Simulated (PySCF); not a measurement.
# C7H6O: excited-state relaxation

Aim: compute the excited-state relaxation of C7H6O (`O=c1cccccc1`).

Programs: PySCF 2.14.0, with routines of our own; each step states its level. All values are computed. Atoms count from 0.

## (1) The system as given

14 atoms, charge 0, multiplicity 1; geometry from: GFN2-xTB.

## (2) Optimising the geometry at PBE0/def2-SVP

The job: settings as JSON, then the geometry in Å.

```
{"job": {"xc": "PBE0", "basis": "def2-SVP", "grid": 1, "kind": "geom"}, "charge": 0, "multiplicity": 1}
O      1.923453    -2.168966    -0.115004
C      1.110886    -1.252725    -0.066641
C      1.590520     0.127186    -0.048189
C      0.926992     1.302746     0.000549
C     -0.471122     1.553359     0.048662
C     -1.485812     0.653090     0.059862
C     -1.403715    -0.765368     0.025131
C     -0.316091    -1.564398    -0.028785
H      2.673726     0.167646    -0.079442
H      1.539070     2.197866     0.003551
H     -0.745184     2.600570     0.080750
H     -2.492547     1.050169     0.100140
H     -2.365287    -1.266311     0.045644
H     -0.485566    -2.635337    -0.048395
```

On the command line:

```sh
OMP_NUM_THREADS=1 python excited_run.py task.json out
```

This one command runs all jobs of the session in turn.

The log of the run:

```text
step   0  E = -344.88134378  max force = 0.007479
step   1  E = -344.88244740  max force = 0.001328
step   2  E = -344.88245526  max force = 0.000522
step   3  E = -344.88246037  max force = 0.000744
step   4  E = -344.88246500  max force = 0.000239
optimisation converged
```

It took 29 s on 1 thread of Arm Neoverse V1, shared host; peak memory 0.55 GiB.

Along the way:

```
step  energy from step 0 (eV)  largest force component (eV/Å)
   0                   0.0000                          0.3846
   1                  -0.0300                          0.0683
   2                  -0.0302                          0.0268
   3                  -0.0304                          0.0383
   4                  -0.0305                          0.0123
```

Distances of close pairs at the start and the end, largest changes first:

```
  bond  before (Å)  after (Å)  change (Å)
 C3–C4       1.421      1.433      +0.012
 C5–C6       1.421      1.433      +0.012
C5–H11       1.083      1.094      +0.011
C4–H10       1.083      1.094      +0.011
 C3–H9       1.084      1.095      +0.011
C6–H12       1.084      1.095      +0.011
 C2–H8       1.084      1.095      +0.010
C7–H13       1.084      1.095      +0.010
```

The end geometry stands in the next job.

```
                         at the end point                value
rotational constants (GHz, main isotopes)  3.741, 2.019, 1.311
                        dipole moment (D)                 4.30
```

## (3) Excited-state relaxation: TDA PBE0/def2-SVP

The job: settings as JSON, then the geometry in Å.

```
{"job": {"kind": "xopt", "state": "S1", "method": "TDA", "freq": false, "xc": "PBE0", "basis": "def2-SVP", "grid": 1}, "charge": 0, "multiplicity": 1}
O      1.852052    -2.118697    -0.093100
C      1.031514    -1.211212    -0.087783
C      1.500467     0.182836    -0.097994
C      0.818243     1.358472    -0.065583
C     -0.592400     1.605815    -0.017854
C     -1.604047     0.692505    -0.006518
C     -1.502625    -0.736477    -0.039541
C     -0.403305    -1.535887    -0.076571
H      2.593524     0.231600    -0.131721
H      1.437556     2.261381    -0.077209
H     -0.882712     2.660187     0.009246
H     -2.622824     1.089485     0.028815
H     -2.464313    -1.260057    -0.033440
H     -0.564951    -2.618402    -0.096147
```

Level: TDA PBE0/def2-SVP excited-state geometry optimisation, gas phase.

The log of the run:

```text
final grid: 56272 points
cycle   1  E = -344.7370825268  dE =  1.306e+00  |g| = 8.051e-01  |ddm| = 4.528e+00
cycle   2  E = -342.0639181738  dE =  2.673e+00  |g| = 2.694e+00  |ddm| = 3.252e+00
cycle   3  E = -344.7891770897  dE = -2.725e+00  |g| = 5.354e-01  |ddm| = 3.261e+00
cycle   4  E = -344.8698961598  dE = -8.072e-02  |g| = 2.269e-01  |ddm| = 7.626e-01
cycle   5  E = -344.8752283175  dE = -5.332e-03  |g| = 1.541e-01  |ddm| = 4.036e-01
cycle   6  E = -344.8823582618  dE = -7.130e-03  |g| = 1.987e-02  |ddm| = 1.912e-01
cycle   7  E = -344.8824539163  dE = -9.565e-05  |g| = 6.286e-03  |ddm| = 2.716e-02
cycle   8  E = -344.8824642254  dE = -1.031e-05  |g| = 1.538e-03  |ddm| = 1.171e-02
cycle   9  E = -344.8824648679  dE = -6.425e-07  |g| = 6.935e-04  |ddm| = 3.007e-03
cycle  10  E = -344.8824649742  dE = -1.063e-07  |g| = 2.989e-04  |ddm| = 9.163e-04
cycle  11  E = -344.8824650022  dE = -2.798e-08  |g| = 4.932e-05  |ddm| = 7.872e-04
cycle  12  E = -344.8824650029  dE = -7.125e-10  |g| = 1.734e-05  |ddm| = 1.913e-04
converged SCF energy = -344.8824650029

vertical S1 at the ground-state geometry: 3.4399 eV
step    E(state)/Eh    max force   excitation/eV  root
  0    -344.75426360   0.104563     3.4188      1
  1    -344.77315414   0.016998     2.3561      1
  2    -344.77479311   0.010007     2.4208      1
  3    -344.77502758   0.006202     2.3168      1
  4    -344.77544765   0.001904     2.3212      1
  5    -344.77546632   0.001133     2.3308      1
  6    -344.77547825   0.000723     2.3248      1
  7    -344.77548425   0.000412     2.3192      1
optimisation converged
vertical emission 2.3192 eV, adiabatic 2.9111 eV, Stokes shift 1.1208 eV, reorganisation 0.5289 (excited) and 0.5919 eV (ground)
```

It took 97 s on 1 thread of Arm Neoverse V1, shared host; peak memory 0.9 GiB.

In short:

```
                 quantity    value
  vertical absorption, S1  3.44 eV
     adiabatic energy, S1  2.91 eV
    vertical emission, S1  2.32 eV
         Stokes shift, S1  1.12 eV
geometry moved (RMSD), S1  0.039 Å
```

Bonds of the start that changed most:

```
 bond  start (Å)  end (Å)
C4–C5      1.363    1.434
C3–C4      1.433    1.368
C5–C6      1.433    1.368
C2–C3      1.360    1.417
C6–C7      1.360    1.417
O0–C1      1.224    1.277
```

## (4) Excited-state relaxation: UKS PBE0/def2-SVP

Settings changed since step 3:

```diff
@@ -1,2 +1,2 @@
-{"job": {"kind": "xopt", "state": "S1", "method": "TDA", "freq": false, "xc": "PBE0", "basis": "def2-SVP", "grid": 1}, "charge": 0, "multiplicity": 1}
+{"job": {"kind": "xopt", "state": "T1", "method": "UKS", "freq": false, "xc": "PBE0", "basis": "def2-SVP", "grid": 1}, "charge": 0, "multiplicity": 1}
 O      1.852052    -2.118697    -0.093100
```

With the program's defaults for keys left out, this is: UKS PBE0/def2-SVP excited-state geometry optimisation, gas phase.

The log of the run:

```text
final grid: 56272 points
cycle   1  E = -344.7370825268  dE =  1.306e+00  |g| = 8.051e-01  |ddm| = 4.528e+00
cycle   2  E = -342.0639181738  dE =  2.673e+00  |g| = 2.694e+00  |ddm| = 3.252e+00
cycle   3  E = -344.7891770897  dE = -2.725e+00  |g| = 5.354e-01  |ddm| = 3.261e+00
cycle   4  E = -344.8698961598  dE = -8.072e-02  |g| = 2.269e-01  |ddm| = 7.626e-01
cycle   5  E = -344.8752283175  dE = -5.332e-03  |g| = 1.541e-01  |ddm| = 4.036e-01
cycle   6  E = -344.8823582618  dE = -7.130e-03  |g| = 1.987e-02  |ddm| = 1.912e-01
cycle   7  E = -344.8824539163  dE = -9.565e-05  |g| = 6.286e-03  |ddm| = 2.716e-02
cycle   8  E = -344.8824642254  dE = -1.031e-05  |g| = 1.538e-03  |ddm| = 1.171e-02
cycle   9  E = -344.8824648679  dE = -6.425e-07  |g| = 6.935e-04  |ddm| = 3.007e-03
cycle  10  E = -344.8824649742  dE = -1.063e-07  |g| = 2.989e-04  |ddm| = 9.163e-04
cycle  11  E = -344.8824650022  dE = -2.798e-08  |g| = 4.932e-05  |ddm| = 7.872e-04
cycle  12  E = -344.8824650029  dE = -7.125e-10  |g| = 1.734e-05  |ddm| = 1.913e-04
converged SCF energy = -344.8824650029

vertical T1 at the ground-state geometry: 2.2963 eV
step    E(state)/Eh    max force   <S^2>
  0    -344.79671951   0.110904    2.0642
  1    -344.81559468   0.020939    2.0620
  2    -344.81714155   0.005860    2.0663
  3    -344.81735221   0.006180    2.0654
  4    -344.81766989   0.002984    2.0641
  5    -344.81769213   0.001362    2.0646
  6    -344.81769702   0.001717    2.0648
  7    -344.81770863   0.000207    2.0646
optimisation converged
vertical emission 1.2600 eV, adiabatic 1.7621 eV, Stokes shift 1.0364 eV, reorganisation 0.5342 (excited) and 0.5021 eV (ground)
```

Run time: 100 s. Hardware: 1 thread of Arm Neoverse V1, shared host; peak memory 0.68 GiB.

From this job:

```
                                     quantity    value
vertical gap at the ground-state geometry, T1  2.30 eV
                         adiabatic energy, T1  1.76 eV
     vertical gap at the relaxed geometry, T1  1.26 eV
               difference of the two gaps, T1  1.04 eV
                    geometry moved (RMSD), T1  0.045 Å
```

Bonds of the start that changed most:

```
 bond  start (Å)  end (Å)
C4–C5      1.363    1.469
C3–C4      1.433    1.368
C5–C6      1.433    1.368
C6–C7      1.360    1.418
C2–C3      1.360    1.417
O0–C1      1.224    1.244
```

## (5) Outcome

```
                                                                 quantity                 value
                                     rotational constants (main isotopes)  3.74, 2.02, 1.31 GHz
                      vertical absorption, S1 (step 3, TDA PBE0/def2-SVP)               3.44 eV
                         adiabatic energy, S1 (step 3, TDA PBE0/def2-SVP)               2.91 eV
                        vertical emission, S1 (step 3, TDA PBE0/def2-SVP)               2.32 eV
                             Stokes shift, S1 (step 3, TDA PBE0/def2-SVP)               1.12 eV
vertical gap at the ground-state geometry, T1 (step 4, UKS PBE0/def2-SVP)               2.30 eV
                         adiabatic energy, T1 (step 4, UKS PBE0/def2-SVP)               1.76 eV
     vertical gap at the relaxed geometry, T1 (step 4, UKS PBE0/def2-SVP)               1.26 eV
               difference of the two gaps, T1 (step 4, UKS PBE0/def2-SVP)               1.04 eV
```

**Reading.** Over 4 steps the energy fell by 0.031 eV; of the close pairs, C3–C4 changed most, 1.421 to 1.433 Å. No frequency check was run at this level, so the end point may be a saddle. Where no frequencies were run, the relaxed excited state may be a saddle. In step 3 (excited-state relaxation), among the bonds C4–C5 changes most, from 1.363 to 1.434 Å. In step 4 (excited-state relaxation), among the bonds C4–C5 changes most, from 1.363 to 1.469 Å. ΔSCF (UKS) and response values aren't on one footing and may follow different states, so their differences aren't method errors alone, and singlets and triplets from the two don't rank.
